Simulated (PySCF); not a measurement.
# H4O4W ([W(OH)4]+): the cost of one run

Programs: PySCF 2.14.0, with routines of our own; each step states its level. All values are computed. Atoms count from 0.

## (1) The system as given

9 atoms, charge 1, states of the metal's open shell are computed; geometry from: model geometry, bond lengths from ionic radii.

## (2) Ligand-field states: state-averaged CASSCF

Job settings and geometry (Å):

```
{"job": {"kind": "lf", "basis": {"metal": "x2c-TZVPall", "ligand": "x2c-SVPall"}, "nevpt": true}, "charge": 1, "metal": "W", "open_shell": "d1"}
W      0.000000     0.000000     0.000000
O      1.056551     1.056551     1.056551
H      0.802635     1.934005     1.368320
O     -1.056551    -1.056551     1.056551
H     -0.802635    -1.934005     1.368320
O     -1.056551     1.056551    -1.056551
H     -1.934005     0.802635    -1.368320
O      1.056551    -1.056551    -1.056551
H      1.934005    -0.802635    -1.368320
```

With the program's defaults for keys left out, this is: state-averaged CASSCF of the metal d shell, SC-NEVPT2 on the averaged canonical orbitals, state-interaction spin-orbit coupling.

Started as:

```bash
> OMP_NUM_THREADS=1 python lf_run.py task.json out
```

One launch serves the whole session: the jobs run in the order shown.

**Question.** How long does this first job take on 1 thread of Arm Neoverse V2, shared host, and how much memory does it need?

About 14 s, with a peak of 0.4 GiB.
